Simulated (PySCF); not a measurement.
# C7H9F3: the cost of one run

Programs: PySCF 2.14.0, with routines of our own; each step states its level. All values are computed. Atoms count from 0.

### 1 The system as given

19 atoms, charge 0, multiplicity 1; geometry from: GFN2-xTB.

### 2 Relaxing the molecule at PBE0-D3(BJ)/def2-SVP

The job: settings as JSON, then the geometry in Å.

```
{"job": {"xc": "PBE0", "basis": "def2-SVP", "d3": "d3bj", "grid": 2, "kind": "geom"}, "charge": 0, "multiplicity": 1}
C     -1.975504    -1.512551     0.153781
C     -1.310936    -0.179383    -0.026911
C     -2.222798     1.001998    -0.195280
C     -0.019665    -0.042772    -0.045097
C      1.271981     0.124235    -0.054149
C      2.156144     0.077636    -1.267633
C      1.999976     0.416346     1.231181
F      2.568838     1.639911     1.222448
F      3.004882    -0.450917     1.462350
F      1.210074     0.376895     2.313328
H     -2.597264    -1.734320    -0.712637
H     -2.618437    -1.485772     1.032124
H     -1.241705    -2.303798     0.276907
H     -1.654010     1.913458    -0.355629
H     -2.884635     0.840935    -1.044896
H     -2.836979     1.120915     0.696026
H      1.563019    -0.129686    -2.152734
H      2.912570    -0.697342    -1.149891
H      2.664646     1.033462    -1.390750
```

Run with:

```bash
> OMP_NUM_THREADS=1 python excited_run.py task.json out
```

One launch serves the whole session: the jobs run in the order shown.

Q: Estimate the wall time and peak memory of this first job on 1 thread of Arm Neoverse V1, shared host.

About 3.7 min, with a peak of 0.92 GiB.
